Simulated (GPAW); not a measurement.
GaGe3:

```
CELL_PARAMETERS angstrom
0.00000 3.38717 3.38717
3.38717 0.00000 3.38717
3.38717 3.38717 0.00000
ATOMIC_POSITIONS crystal
Ge 0.50000 0.50000 0.50000
Ge 0.75000 0.75000 0.75000
Ge 0.25000 0.25000 0.25000
Ga 0.00000 0.00000 0.00000
```

The cell comes from a database or a generator and needn't be the stable form of this composition.

Base run:

| Quantity | Value |
| --- | --- |
| Program | GPAW 26.7.0 |
| Functional | LDA |
| Potentials or basis | the program's PAW data sets (release 1.2.1) made for this functional |
| Cutoff | 450 eV |
| Basis | pw |
| k mesh | 6 × 6 × 6 |
| Occupations | fermi-dirac, width 0.05 eV |
| Spin | no spin polarisation |

Its results: band gap on the k mesh none (metal or under the smearing width); pressure -4.7 GPa.

**Question.** The run is repeated on the same cell with these changes: functional from LDA to PBE; potentials or basis from the program's PAW data sets (release 1.2.1) made for this functional to GPAW PAW data sets (gpaw-data 1.2.1). What comes out?

**Answer.** Band gap on the k mesh none (metal or under the smearing width); pressure 0.2 GPa.

Caveats: the cutoff is short for stress and forces, so pressures can be off by a GPa or more.
